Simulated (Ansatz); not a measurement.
A nudged elastic band was laid between two geometries of a periodic cell of 21 atoms, H$_{2}$C$_{18}$O (surface graphene monolayer, adsorbate H2O).

Method: DFT PBE, scalar-relativistic, plane waves, PAW (Ansatz). Settings: cutoff 420 eV, k mesh 2x2x1, gaussian smearing 0.05 eV, no spin polarisation.

```yaml
movable_images: 5
climbing_image: yes
spring: 5.0 eV/Å²
optimiser: quadratic models (default)
start_path: IDPP
force_threshold: 0.03 eV/Å
iteration_limit: 37
end_points: relaxed
```

Initial state:

```xyz
21
Lattice="7.3980 0.0000 0.0000 -3.6990 6.4069 0.0000 0.0000 0.0000 11.0000" Properties=species:S:1:pos:R:3
C 0.065 0.007 0.718
C 1.312 0.727 0.719
C -1.164 2.157 0.717
C 0.065 2.867 0.718
C -2.387 4.282 0.718
C -1.164 4.987 0.719
C 2.535 0.021 0.720
C 3.764 0.731 0.721
C 1.312 2.147 0.718
C 2.535 2.853 0.718
C 0.065 4.278 0.718
C 1.313 4.999 0.718
C 5.012 0.010 0.719
C 6.234 0.717 0.718
C 3.764 2.144 0.719
C 5.012 2.864 0.718
C 2.535 4.293 0.718
C 3.764 5.002 0.718
O 3.826 1.550 4.345
H 2.984 1.731 4.790
H 3.567 1.301 3.443
```

Final state:

```xyz
21
Lattice="7.3980 0.0000 0.0000 -3.6990 6.4069 0.0000 0.0000 0.0000 11.0000" Properties=species:S:1:pos:R:3
C 0.080 0.010 0.719
C 1.302 0.717 0.718
C -1.168 2.144 0.719
C 0.080 2.864 0.718
C -2.397 4.293 0.718
C -1.168 5.002 0.718
C 2.531 0.007 0.718
C 3.778 0.727 0.719
C 1.302 2.157 0.717
C 2.531 2.867 0.718
C 0.079 4.282 0.718
C 1.302 4.987 0.719
C 5.001 0.021 0.720
C 6.230 0.731 0.721
C 3.778 2.147 0.718
C 5.001 2.853 0.718
C 2.531 4.278 0.718
C 3.779 4.999 0.718
O 6.292 1.550 4.345
H 5.450 1.731 4.790
H 6.033 1.301 3.443
```

**Question.** What changes between the two ends?

**Answer.** The atom that moves furthest is O19, by 2.47 Å.

**Question.** Give the energies along the band, and the barrier.

**Answer.** The run converged. The highest image is number 5 of 0 to 6, 0.001 eV above the ends, which have the same energy within 2 meV. The top lies less than 8 meV above the higher end, about what the thresholds resolve: that end is a shoulder or a very shallow well. By the program's own check the climbing image is of a kind that is not told: the force calls were inconclusive, a negative curvature could not be distinguished from the path's own, the only one lies far off the path, or fixed occupations may fill a level only in part (lowest curvatures found: -0.10 and 0.02 eV/Å²). Limits of this set-up: coarse k mesh, slab without dipole correction, no dispersion correction for a molecule that may bind weakly.

```csv
image,path coordinate (Å),energy (eV)
0,0.00,0.000
1,0.69,-0.001
2,1.38,-0.001
3,2.08,0.000
4,2.77,0.000
5,3.46,0.001
6,4.33,0.000
```

**Question.** What is the geometry of the highest image?

**Answer.** 
```xyz
21
Lattice="7.3980 0.0000 0.0000 -3.6990 6.4069 0.0000 0.0000 0.0000 11.0000" Properties=species:S:1:pos:R:3
C 0.093 0.032 0.723
C 1.318 0.739 0.723
C -1.155 2.168 0.722
C 0.093 2.888 0.722
C -2.381 4.317 0.722
C -1.156 5.024 0.723
C 2.543 0.031 0.723
C 3.791 0.752 0.723
C 1.318 2.181 0.722
C 2.543 2.888 0.722
C 0.092 4.303 0.722
C 1.318 5.010 0.723
C 5.016 0.044 0.724
C 6.243 0.752 0.724
C 3.791 2.168 0.722
C 5.017 2.876 0.721
C 2.543 4.303 0.723
C 3.791 5.024 0.722
O 5.779 1.369 4.362
H 4.903 1.572 4.725
H 5.617 1.226 3.416
```

The band took 7 iterations and about 9 core-minutes.

The run took 8.6 min on 1 thread of Arm Neoverse V2, with other jobs on the host, peak memory 0.94 GiB.
